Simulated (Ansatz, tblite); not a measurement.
# Zn6S5 wurtzite ring sphere (Zn6S5Cl2): a ladder of methods and basis sets

The task here is to estimate one member of a computed series from the others.

Program: Ansatz 0.2.0, Gaussian basis. Level of theory: as each input shows. These are calculated values, not measurements.

Plan: GFN1-xTB, GFN2-xTB, PBE-D4/def2-TZVP, r2SCAN-D4/def2-TZVP, CAM-B3LYP-D4/def2-TZVP, HSE06-D4/def2-TZVP, B97M-V/def2-TZVP, PBE-D4/def2-SVP, PBE0-D4/def2-SVP, HF/STO-3G, HF/6-31G, B3LYP-D4/6-31G, MP2/def2-TZVP, RPA/def2-TZVP.

**The structure**

The geometry is that of the singlet, from an earlier relaxation (PBE-D4/def2-SVP).

13 atoms, charge 0, spin multiplicity 1.

Bond lengths: Zn1–S2 2.379 Å, Zn1–S7 2.426 Å, Zn1–Cl12 2.130 Å, S2–Zn4 2.626 Å, S2–Zn5 2.380 Å, S2–Zn9 2.410 Å, S3–Zn4 2.235 Å, S3–Zn8 2.144 Å, Zn4–S6 2.235 Å, Zn5–S10 2.423 Å, Zn5–Cl13 2.129 Å, S6–Zn11 2.144 Å, S7–Zn8 2.247 Å, S7–Zn9 2.290 Å, Zn9–S10 2.291 Å, S10–Zn11 2.248 Å. Angles: S2–Zn1–S7 98.8°, S2–Zn1–Cl12 132.0°, S7–Zn1–Cl12 129.2°, Zn1–S2–Zn4 119.1°, Zn1–S2–Zn5 110.4°, Zn1–S2–Zn9 73.6°, Zn4–S2–Zn5 119.4°, Zn4–S2–Zn9 88.5°, Zn5–S2–Zn9 73.6°, Zn4–S3–Zn8 84.7°, S2–Zn4–S3 106.8°, S2–Zn4–S6 106.6°, S3–Zn4–S6 146.0°, S2–Zn5–S10 98.7°, S2–Zn5–Cl13 131.8°, S10–Zn5–Cl13 129.5°, Zn4–S6–Zn11 84.6°, Zn1–S7–Zn8 78.5° and more.

As a file:

```mol
Cl2S5Zn6
  3D, bonds by distance, orders not assigned

 13 16  0  0  0  0  0  0  0  0999 V2000
    0.7036   -2.0813   -1.1537 Zn  0  0
   -0.8409   -0.5139   -0.2507 S   0  0
    0.3393   -1.6939    3.2859 S   0  0
   -0.8120   -0.0332    2.3304 Zn  0  0
   -1.1791    1.2856   -1.7716 Zn  0  0
   -1.7358    1.9827    2.6131 S   0  0
    2.7581   -1.1012   -0.3157 S   0  0
    1.6399   -1.4975    1.5928 Zn  0  0
    1.2697    0.6360   -0.4240 Zn  0  0
    0.5994    2.7460   -1.0122 S   0  0
   -0.6196    2.5179    0.8622 Zn  0  0
    0.4368   -3.7985   -2.3857 Cl  0  0
   -2.5593    1.5514   -3.3710 Cl  0  0
  1  2  8  0
  1  7  8  0
  1 12  8  0
  2  4  8  0
  2  5  8  0
  2  9  8  0
  3  4  8  0
  3  8  8  0
  4  6  8  0
  5 10  8  0
  5 13  8  0
  6 11  8  0
  7  8  8  0
  7  9  8  0
  9 10  8  0
 10 11  8  0
M  END
```

PBE0-D4/def2-TZVP was run before; its log isn't repeated, and its numbers join the tables.

The first run:

Tight binding, by tblite at 300 K electronic temperature and without a spin-polarisation term:

```python
tblite.interface.Calculator('GFN1-xTB', numbers, positions, charge=0, uhf=0).singlepoint()
```

Tight binding, by tblite at 300 K electronic temperature and without a spin-polarisation term:

```python
tblite.interface.Calculator('GFN2-xTB', numbers, positions, charge=0, uhf=0).singlepoint()
```

start.molden holds the orbitals of an earlier run on this state, given as this run's starting guess.

in.yaml

```yaml
crystal:
  periodic: [false, false, false]
  atoms:
    - {symbol: Zn, position_ang: [0.703597, -2.081297, -1.153656]}
    - {symbol: S, position_ang: [-0.840900, -0.513856, -0.250657]}
    - {symbol: S, position_ang: [0.339303, -1.693941, 3.285891]}
    - {symbol: Zn, position_ang: [-0.812045, -0.033199, 2.330423]}
    - {symbol: Zn, position_ang: [-1.179118, 1.285602, -1.771569]}
    - {symbol: S, position_ang: [-1.735755, 1.982702, 2.613148]}
    - {symbol: S, position_ang: [2.758065, -1.101248, -0.315669]}
    - {symbol: Zn, position_ang: [1.639862, -1.497470, 1.592769]}
    - {symbol: Zn, position_ang: [1.269685, 0.635971, -0.423980]}
    - {symbol: S, position_ang: [0.599389, 2.746017, -1.012217]}
    - {symbol: Zn, position_ang: [-0.619606, 2.517887, 0.862246]}
    - {symbol: Cl, position_ang: [0.436799, -3.798526, -2.385728]}
    - {symbol: Cl, position_ang: [-2.559276, 1.551357, -3.371012]}
basis:
  gaussian: {orbitals: def2-TZVP, fitting: {mean_field: def2-universal-jkfit}, initial_orbitals: start.molden}
hamiltonian: {xc: pbe, dispersion: d4}
scf: {omitted_lower_state_checks: [starts]}
output: {forces: true, orbitals: {seedname: orbitals}}
```

Launch:

```bash
ansatz run in.yaml --threads 2 --pin off --events-out ev --progress --plain --max-ram 32768MiB --backend cuda --devices 0, --max-vram 18GiB
```

Steps of the session up to this table: PBE-D4/def2-TZVP; r2SCAN-D4/def2-TZVP; CAM-B3LYP-D4/def2-TZVP; HSE06-D4/def2-TZVP; B97M-V/def2-TZVP; PBE-D4/def2-SVP; PBE0-D4/def2-SVP; HF/STO-3G; HF/6-31G; B3LYP-D4/6-31G; MP2/def2-TZVP; RPA/def2-TZVP.

One table of the session follows, with a row left open; its other results are not shown here.

It belongs to the step «Binding energy». 

| level | binding an atom (eV) |
| --- | --- |
| HF/STO-3G | 2.227 |
| HF/6-31G | 1.529 |
| HF/def2-TZVP | 1.635 |
| PBE-D4/def2-SVP | 2.678 |
| PBE-D4/def2-TZVP | 2.528 |
| r2SCAN-D4/def2-TZVP | ? |
| B97M-V/def2-TZVP | 2.480 |
| B3LYP-D4/6-31G | 2.464 |
| PBE0-D4/def2-SVP | 2.634 |
| PBE0-D4/def2-TZVP | 2.529 |
| HSE06-D4/def2-TZVP | 2.532 |
| CAM-B3LYP-D4/def2-TZVP | 2.359 |
| RPA/def2-TZVP | 2.129 |
| MP2/def2-TZVP | 2.554 |

Q: Estimate the row for r2SCAN-D4/def2-TZVP from the others.

**Answer.** binding an atom (eV): 2.604. In the column «binding an atom (eV)» it lies between MP2/def2-TZVP (2.554) and PBE0-D4/def2-SVP (2.634).

To keep in mind: Free atoms were run apart at each level; binding is atoms less cluster, divided by the number of atoms, without zero-point or spin-orbit terms.
